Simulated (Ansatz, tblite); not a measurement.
# The cluster Zn5Te4: rung by rung

How do method and basis change the picture of the cluster Zn5Te4 (singlet)?

Computed with Ansatz 0.2.0, Gaussian basis. Level: as each input shows.

Plan: GFN1-xTB, GFN2-xTB, PBE-D4/def2-SVP, r2SCAN-D4/def2-SVP, MP2/def2-SVP.

8 further runs of the same task are left out: 7 that didn't finish, 1 set aside as unsound or not needed.

## (1) The geometry

The singlet was relaxed beforehand with PBE-D4/def2-SVP. At that level it is the lowest of the isomers that a small search found.

9 atoms, charge 0, spin multiplicity 1.

Bond lengths: Zn1–Te6 2.486 Å, Zn1–Te8 2.487 Å, Zn2–Te6 2.496 Å, Zn2–Te7 2.487 Å, Zn3–Te8 2.495 Å, Zn3–Te9 2.485 Å, Zn4–Zn5 2.644 Å, Zn5–Te7 2.509 Å, Zn5–Te9 2.512 Å. Angles: Te6–Zn1–Te8 170.3°, Te6–Zn2–Te7 177.0°, Te8–Zn3–Te9 178.0°, Zn4–Zn5–Te7 101.2°, Zn4–Zn5–Te9 102.6°, Te7–Zn5–Te9 156.2°, Zn1–Te6–Zn2 72.7°, Zn2–Te7–Zn5 78.3°, Zn1–Te8–Zn3 73.0°, Zn3–Te9–Zn5 77.5°.

Coordinates:

```
Zn    0.4715   -1.7566   -2.1399
Zn   -1.6264    0.1157   -1.2418
Zn    1.7408   -0.8986    0.3947
Zn   -0.4704    2.9858    3.3655
Zn   -0.3517    1.1733    1.4438
Te   -1.9745   -2.1992   -2.1081
Te   -1.2751    2.4633   -0.5000
Te    2.8435   -1.0741   -1.8361
Te    0.6423   -0.8096    2.6219
```

Te takes a core potential in the def2 sets. No spin-orbit coupling is included.

PBE0-D4/def2-SVP was run before; its log isn't repeated, and its numbers join the tables.

## (2) GFN1-xTB

Tight binding, by tblite at 300 K electronic temperature and without a spin-polarisation term:

```python
tblite.interface.Calculator('GFN1-xTB', numbers, positions, charge=0, uhf=0).singlepoint()
```

Energy -529.6510 eV, HOMO -9.46 eV, LUMO -5.90 eV; 0.014 s.

## (3) GFN2-xTB

Tight binding, by tblite at 300 K electronic temperature and without a spin-polarisation term:

```python
tblite.interface.Calculator('GFN2-xTB', numbers, positions, charge=0, uhf=0).singlepoint()
```

Energy -416.4425 eV, HOMO -9.13 eV, LUMO -5.05 eV; 0.034 s.

## (4) PBE-D4/def2-SVP

start.molden holds the orbitals of an earlier run on this state, given as this run's starting guess.

The input, in.yaml:

```yaml
crystal:
  periodic: [false, false, false]
  atoms:
    - {symbol: Zn, position_ang: [0.471493, -1.756627, -2.139936]}
    - {symbol: Zn, position_ang: [-1.626362, 0.115673, -1.241840]}
    - {symbol: Zn, position_ang: [1.740849, -0.898624, 0.394674]}
    - {symbol: Zn, position_ang: [-0.470417, 2.985848, 3.365500]}
    - {symbol: Zn, position_ang: [-0.351686, 1.173333, 1.443845]}
    - {symbol: Te, position_ang: [-1.974544, -2.199211, -2.108075]}
    - {symbol: Te, position_ang: [-1.275062, 2.463284, -0.500030]}
    - {symbol: Te, position_ang: [2.843456, -1.074099, -1.836087]}
    - {symbol: Te, position_ang: [0.642283, -0.809568, 2.621940]}
basis:
  gaussian: {orbitals: def2-SVP, initial_orbitals: start.molden}
hamiltonian: {xc: pbe, dispersion: d4}
scf: {omitted_lower_state_checks: [starts]}
output: {orbitals: {seedname: orbitals}}
```

Command:

```sh
$ ansatz run in.yaml --threads 4 --pin off --events-out ev --progress --plain --max-ram 6963MiB
```

Further steps of the session: r2SCAN-D4/def2-SVP; MP2/def2-SVP.

Before running them: what should the planned runs give, taken together? Wanted: gap in def2-SVP, named functionals, smallest and largest; correlation energy, MP2/def2-SVP; binding an atom, functionals in def2-SVP.

As calculated:

| quantity | value |
| --- | --- |
| gap in def2-SVP, named functionals, smallest and largest | 2.57 eV (PBE-D4), 4.07 eV (PBE0-D4) |
| correlation energy, MP2/def2-SVP | -53.19 eV |
| binding an atom, functionals in def2-SVP | 1.82 (PBE0-D4) to 1.91 eV (r2SCAN-D4) |

In words: Over the named functionals in def2-SVP the gap runs from 2.57 eV (PBE-D4) to 4.07 eV (PBE0-D4); exact exchange widens it.
